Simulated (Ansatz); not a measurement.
**Mo4Se3S5: gaps at several levels of theory**

Aim: the gap, band edges and levels at named points of Mo4Se3S5.

Computed with Ansatz 0.2.0 (DFT PBE+D3(BJ), scalar-relativistic, plane waves, PAW, unless a step's input says otherwise).

That is the level of the relaxation; later steps name their own.

**1. The system as given**

The structure is monoclinic, space group Pm (No. 6). The conventional cell has a = 5.572 Å, b = 3.217 Å, c = 12.512 Å, α = 90.00°, β = 90.00°, γ = 90.00°. Mo (site symmetry m) has 4 S at 2.44 Å and 2 Se at 2.44 Å as nearest neighbours. Mo (site symmetry m) has 5 S at 2.44 Å and 1 Se at 2.44 Å as nearest neighbours. Mo (site symmetry m) is surrounded by 4 Se at 2.44 Å and 2 S at 2.44 Å. Around Se (site symmetry m) lie 3 Mo at 2.44 Å. S (site symmetry m) is surrounded by 3 Mo at 2.44 Å. Only part of the 12 independent sites is listed.

Structure file:

```xyz
12
Lattice="6.4345 0.0000 0.0000 -1.6086 2.7862 0.0000 0.0000 0.0000 12.5117" Properties=species:S:1:pos:R:3 pbc="T T T"
Mo    0.0000    1.8575    3.1279
Mo    3.2173    1.8575    3.1279
Mo    1.6086    0.9287    9.3837
Mo    4.8259    0.9287    9.3837
Se    0.0000    1.8575    7.7948
S     3.2173    1.8575    7.7948
Se    1.6086    0.9287    1.5389
S     4.8259    0.9287    1.5389
Se    0.0000    1.8575   10.9727
S     3.2173    1.8575   10.9727
S     1.6086    0.9287    4.7169
S     4.8259    0.9287    4.7169
```

(A quick probe on a coarse mesh, which set the mesh and smearing, is not shown.)

**3. A loose first relaxation**

Input file input.yaml:

```yaml
crystal:
  lattice:
    - [6.43450686, 0.0, 0.0]
    - [-1.60862672, 2.7862232, 0.0]
    - [0.0, 0.0, 12.51165392]
  atoms:
    - { symbol: Mo, position: [0.16666667, 0.66666667, 0.25] }
    - { symbol: Mo, position: [0.66666667, 0.66666667, 0.25] }
    - { symbol: Mo, position: [0.33333333, 0.33333333, 0.75] }
    - { symbol: Mo, position: [0.83333333, 0.33333333, 0.75] }
    - { symbol: Se, position: [0.16666667, 0.66666667, 0.623] }
    - { symbol: S, position: [0.66666667, 0.66666667, 0.623] }
    - { symbol: Se, position: [0.33333333, 0.33333333, 0.123] }
    - { symbol: S, position: [0.83333333, 0.33333333, 0.123] }
    - { symbol: Se, position: [0.16666667, 0.66666667, 0.877] }
    - { symbol: S, position: [0.66666667, 0.66666667, 0.877] }
    - { symbol: S, position: [0.33333333, 0.33333333, 0.377] }
    - { symbol: S, position: [0.83333333, 0.33333333, 0.377] }
basis:
  ecutwfc: 420
kpoints:
  mp_grid: { grid: [8, 8, 2] }
hamiltonian:
  xc: pbe
  dispersion: d3bj
scf:
  occupations: { method: gaussian, width: 0.1 }
output:
  forces: true
  stress: true
  eigenvalues: true
relax:
  adjacent_minimum: "off"
  f_tol: 0.05
  max_steps: 80
  cell: { stress_tol: 0.5 }
```

The run is started by

```sh
$ ansatz run input.yaml --threads 4 --pin off --max-ram 10240MiB --backend cpu --events-out ev --progress --plain --runs-dir out
```

The session goes on with these runs: relaxing cell and atoms; band edges over the whole zone; the run at PBE+D3(BJ).

Q: Predict the outcome of this session. Wanted: relaxed cell; volume; gap, PBE+D3(BJ).

The runs gave:

| quantity | value |
| --- | --- |
| relaxed cell | a = 5.532 Å, b = 3.197 Å, c = 12.392 Å, α = 90.00°, β = 90.46°, γ = 90.00° |
| space group (0.01 Å) | Pm (No. 6) |
| volume | 18.26 Å³/atom |
| gap, PBE+D3(BJ) | 0.72 eV, indirect |

In words: Relaxation lowered the volume by 2.3 %. At PBE+D3(BJ) the gap is 0.72 eV, from Γ to (0.36, -0.36, 0.00).

The gaps are Kohn-Sham values of a semilocal functional, not quasiparticle or optical gaps. Such gaps usually fall short of the measured ones.
